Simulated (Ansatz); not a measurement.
Run this with the Python package of Ansatz (0.2.0) and show what comes out.

`energy_ch3clfnosi.py`:
```python
# -*- coding: utf-8 -*-
"""Electronic structure of the CH3ClFNOSi molecule."""

from pathlib import Path
import json

import ansatz as az

BASIS_SET = "def2-SVP"
XC = "HF"


def main():
    mol = (
        az.Crystal.molecule()
        .atom("C", (0.9587, -1.4231, -0.3007))
        .atom("N", (0.5118, -0.5005, 0.5387))
        .atom("Si", (-0.5196, 0.7586, -0.1105))
        .atom("O", (-1.2594, 1.317, 1.1976))
        .atom("F", (-1.4709, 0.1321, -1.2035))
        .atom("Cl", (0.5986, 2.3168, -0.8458))
        .atom("H", (1.5805, -2.2025, 0.0376))
        .atom("H", (0.6987, -1.3722, -1.3977))
        .atom("H", (-1.0099, 0.9274, 2.067))
    )

    setup = mol.calculation()
    setup = setup.basis(gaussian=BASIS_SET)
    setup = setup.functional(XC)
    setup = setup.orbitals()
    out = setup.run(threads=1, pin="off", runs_dir="runs")
    report = out.report

    print("reference energy %16.6f eV" % report["reference_energy_ev"])
    print("total energy     %16.6f eV" % report["free_energy_ev"])
    print("occupied (up, down):", report["n_occupied"], " virtual:", report["n_virtual"], " frozen:", report["n_frozen"])

    field = report["mean_field"]
    print("<S^2> =", round(abs(field["state"]["spin_squared"]), 4), " relativity:", field["relativity"])
    print("passes:", field["passes"])
    if "symmetry" in field:
        print("occupied orbitals by irrep:", field["symmetry"]["occupied"])

    lines = Path(report["orbitals_path"]).read_text().splitlines()
    field_of = lambda key: [line.split("=")[1].strip() for line in lines if line.startswith(key)]
    orbitals = [(27.211386 * float(e), s, float(n)) for e, s, n in zip(field_of("Ene="), field_of("Spin="), field_of("Occup="))]
    homo = max(e for e, _, n in orbitals if n > 0.5)
    lumo = min(e for e, _, n in orbitals if n < 0.5)
    for e, spin, n in sorted(orbitals):
        if homo - 6 < e < lumo + 5:
            print(f"{spin:6s} {e:10.3f} eV  occupation {n:.0f}")
    with open("ch3clfnosi.json", "w") as handle:
        json.dump({k: report[k] for k in ("free_energy_ev", "reference_energy_ev", "n_occupied", "n_virtual")}, handle, indent=1)


if __name__ == "__main__":
    main()
```

Running `python energy_ch3clfnosi.py` prints:
```text
reference energy    -27660.425057 eV
total energy        -27660.425057 eV
occupied (up, down): [32, 32]  virtual: [75, 75]  frozen: 0
<S^2> = 0.0  relativity: none
passes: {'evaluations': 11, 'products': 22}
occupied orbitals by irrep: [{'A': 32}, {'A': 32}]
Alpha     -15.737 eV  occupation 2
Alpha     -15.033 eV  occupation 2
Alpha     -14.476 eV  occupation 2
Alpha     -13.282 eV  occupation 2
Alpha     -12.765 eV  occupation 2
Alpha     -12.252 eV  occupation 2
Alpha     -11.599 eV  occupation 2
Alpha       2.539 eV  occupation 0
Alpha       4.510 eV  occupation 0
Alpha       5.011 eV  occupation 0
Alpha       6.106 eV  occupation 0
Alpha       6.923 eV  occupation 0
Alpha       7.251 eV  occupation 0
```

File `ch3clfnosi.json` afterwards:
```json
{
 "free_energy_ev": -27660.42505655707,
 "reference_energy_ev": -27660.42505655707,
 "n_occupied": [
  32,
  32
 ],
 "n_virtual": [
  75,
  75
 ]
}
```

Notes:
- Total energies depend on the basis set; only differences at equal settings carry meaning.
- The geometry is a force-field or estimated start, not a minimum of this method, and the basis set is short of its limit.
- Alpha marks a spatial orbital of a restricted run, filled by both spins.
- Levels such as HOMO and LUMO are orbital energies: in Hartree-Fock the gap is too wide and the LUMO hangs on the basis.
- Finished in 1.9 s on 1 thread of Arm Neoverse V2 (shared host), peak memory 0.26 GiB.

(A comment or docstring line of the script was reworded after the run, the code is as it ran; lines on the test bed's own set-up are left out of the output.)
